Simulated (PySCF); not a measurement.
# C3H5AlO2: the cost of one run

The runs use PySCF 2.14.0, with density-fitted response routines of our own; the level of theory stands in each step. All values are computed, except where a source is named. Atoms are numbered from 0 throughout.

### 1 The starting structure

11 atoms, charge 0, multiplicity 1; geometry from: GFN2-xTB. The atoms were then displaced at random by about 0.01 Å, so the start is not that level's minimum.

Bonds of the start (Å): C0–C1 1.37, C1–O2 1.28, O2–Al3 1.78, Al3–O4 1.80, O4–C5 1.27, C5–C0 1.43, C0–H6 1.07, C1–H7 1.11, Al3–H8 1.53, Al3–H9 1.57, C5–H10 1.09.

### 2 Relaxing the molecule at PBE0-D3(BJ)/def2-SVP

What the job is given:

```
{"job": {"xc": "PBE0", "basis": "def2-SVP", "d3": "d3bj", "grid": 1, "shake": 0.01, "kind": "geom"}, "charge": 0, "multiplicity": 1}
C      1.387190     0.390560     0.007040
C      1.032800    -0.919020     0.225040
O     -0.162890    -1.367550     0.231210
Al    -1.714470    -0.531120    -0.013430
O     -0.880770     1.046690    -0.255980
C      0.349440     1.343060    -0.227000
H      2.404960     0.727980     0.006310
H      1.862220    -1.630190     0.402260
H     -2.343760    -0.976130    -1.338620
H     -2.510280    -0.495600     1.338460
H      0.613670     2.385480    -0.390950
```

Started as:

```sh
> OMP_NUM_THREADS=1 python probes_run.py task.json out
```

The driver reads the jobs from task.json and runs them one after another.

Q: Estimate the wall time and peak memory of this first job on 1 thread of Arm Neoverse V2, shared host.

About 44 s, with a peak of 0.47 GiB.
